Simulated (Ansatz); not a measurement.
# C₃H₇FZn: basis-set convergence

An exercise on one series of results from a longer session: the logs are not shown, and one member is left open.

Computed with Ansatz 0.2.0, Gaussian basis. Level: one geometry, several basis sets.

Plan: PBE0-D4/def2-SVP; ωB97M-V/def2-SVP; PBE0-D4/def2-QZVPP; ωB97M-V/def2-QZVPP; the functionals' def2-TZVPP values are taken from earlier runs.

## The geometry

The geometry comes from an earlier relaxation with PBE0-D4 in a triple-zeta def2 set; it is a stationary point, not always the lowest conformer.

12 atoms, charge 0, spin multiplicity 1.

Atoms are counted from 1 here; the program's logs count them from 0.

Bond lengths: C1–C2 1.525 Å, C1–H6 1.093 Å, C1–H7 1.094 Å, C1–H8 1.097 Å, C2–C3 1.525 Å, C2–Zn4 1.942 Å, C2–H9 1.096 Å, C3–H10 1.093 Å, C3–H11 1.094 Å, C3–H12 1.097 Å, Zn4–F5 1.759 Å. Angles: C2–C1–H6 112.6°, C2–C1–H7 111.9°, C2–C1–H8 110.4°, H6–C1–H7 107.5°, H6–C1–H8 107.3°, H7–C1–H8 106.8°, C1–C2–C3 111.3°, C1–C2–Zn4 112.1°, C1–C2–H9 108.2°, C3–C2–Zn4 112.1°, C3–C2–H9 108.2°, Zn4–C2–H9 104.6°, C2–C3–H10 112.6°, C2–C3–H11 111.9°, C2–C3–H12 110.4°, H10–C3–H11 107.5°, H10–C3–H12 107.3°, H11–C3–H12 106.8° and more.

Coordinates:

```xyz
12

C    -1.2273   -0.4724    0.4512
C     0.0750    0.3048    0.2879
C     1.2500   -0.6330    0.0301
Zn   -0.0662    1.6871   -1.0686
F    -0.1937    2.9413   -2.2949
H    -2.0726    0.1727    0.7025
H    -1.4912   -1.0219   -0.4569
H    -1.1314   -1.2137    1.2548
H     0.2687    0.8496    1.2194
H     2.2048   -0.1046   -0.0247
H     1.1291   -1.1917   -0.9025
H     1.3316   -1.3734    0.8360
```

Set-up of the first run:

in.yaml reads:

```yaml
crystal:
  periodic: [false, false, false]
  atoms:
    - {symbol: C, position_ang: [-1.227282, -0.472432, 0.451250]}
    - {symbol: C, position_ang: [0.074977, 0.304768, 0.287858]}
    - {symbol: C, position_ang: [1.249976, -0.633043, 0.030051]}
    - {symbol: Zn, position_ang: [-0.066183, 1.687135, -1.068642]}
    - {symbol: F, position_ang: [-0.193714, 2.941278, -2.294907]}
    - {symbol: H, position_ang: [-2.072613, 0.172743, 0.702478]}
    - {symbol: H, position_ang: [-1.491206, -1.021883, -0.456933]}
    - {symbol: H, position_ang: [-1.131391, -1.213701, 1.254768]}
    - {symbol: H, position_ang: [0.268689, 0.849576, 1.219427]}
    - {symbol: H, position_ang: [2.204796, -0.104586, -0.024732]}
    - {symbol: H, position_ang: [1.129121, -1.191733, -0.902476]}
    - {symbol: H, position_ang: [1.331629, -1.373422, 0.835959]}
basis:
  gaussian: {orbitals: def2-SVP}
hamiltonian: {xc: pbe0, dispersion: d4}
output: {orbitals: {seedname: orbitals}}
```

Started as:

```bash
$ ansatz run in.yaml --threads 4 --pin off --events-out ev --progress --plain --max-ram 11315MiB
```

Steps of the session up to this table: PBE0-D4 in def2-SVP; ωB97M-V in def2-SVP; PBE0-D4 in def2-QZVPP; ωB97M-V in def2-QZVPP.

One of the session's tables, all rows but one given; the rest of the session is left out.

It belongs to the step «Density functionals: the series». 

```
functional       basis  HOMO (eV)
   PBE0-D4    def2-SVP          ?
   PBE0-D4  def2-TZVPP      -7.66
   PBE0-D4  def2-QZVPP      -7.64
   ωB97M-V    def2-SVP      -9.65
   ωB97M-V  def2-TZVPP      -9.85
   ωB97M-V  def2-QZVPP      -9.83
```

Estimate the missing values for PBE0-D4, def2-SVP.

**Answer.** HOMO (eV): -7.49. In the column «HOMO (eV)» it is the highest.
